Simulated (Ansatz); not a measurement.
**CH4BClO (singlet): geometry optimisation**

Where does this start of CH4BClO (singlet) end when it is relaxed?

Computed with Ansatz 0.2.0, Gaussian basis. Level: RKS PBE0/def2-SVP.

### Step 1. Where the work starts

8 atoms, charge 0, spin multiplicity 1.

Atoms are counted from 1 here; the program's logs count them from 0.

Bond lengths: C1–O2 1.345 Å, C1–H5 1.168 Å, C1–H6 1.144 Å, C1–H7 1.131 Å, O2–B3 1.487 Å, B3–Cl4 1.793 Å, B3–H8 1.168 Å. Angles: O2–C1–H5 112.8°, O2–C1–H6 115.2°, O2–C1–H7 111.8°, H5–C1–H6 106.6°, H5–C1–H7 104.8°, H6–C1–H7 104.7°, C1–O2–B3 108.6°, O2–B3–Cl4 118.7°, O2–B3–H8 116.5°, Cl4–B3–H8 124.1°.

The start is a generated structure. Sticks and bond lists go by distance. 

### Step 2. Relaxation

Contents of in.yaml:

```yaml
crystal:
  periodic: [false, false, false]
  atoms:
    - {symbol: C, position_ang: [0.263100, 0.981000, -0.082300]}
    - {symbol: O, position_ang: [0.886500, -0.206200, 0.022300]}
    - {symbol: B, position_ang: [-0.138100, -1.261300, 0.239100]}
    - {symbol: Cl, position_ang: [-0.733900, -2.186700, -1.176800]}
    - {symbol: H, position_ang: [-0.473000, 1.027400, -0.987600]}
    - {symbol: H, position_ang: [-0.332500, 1.301800, 0.840700]}
    - {symbol: H, position_ang: [0.993900, 1.825500, -0.260100]}
    - {symbol: H, position_ang: [-0.373800, -1.538700, 1.349000]}
basis:
  gaussian: {orbitals: def2-SVP}
hamiltonian: {xc: pbe0}
relax: {f_tol: 0.01, max_steps: 150}
```

The run is started by

```bash
$ ansatz run in.yaml --threads 1 --pin off --events-out ev --progress --plain --max-ram 24576MiB --backend cuda --devices 0, --max-vram 18GiB
```

Before running it: what results should come out? Wanted: energy gained; shift from the start; total energy; dipole moment.

**Answer**, as computed:

| quantity | value |
| --- | --- |
| steps | 15 |
| energy gained | 1.127 eV |
| shift from the start (rms) | 0.606 Å |
| total energy | -16334.9264 eV |
| dipole moment | 2.70 D |

In words: The bonds of the start are those of the end. O2–B3 went from 1.487 to 1.334 Å. No vibrations were run, so this is a stationary point, not a proven minimum, and this spin need not be the ground state's.
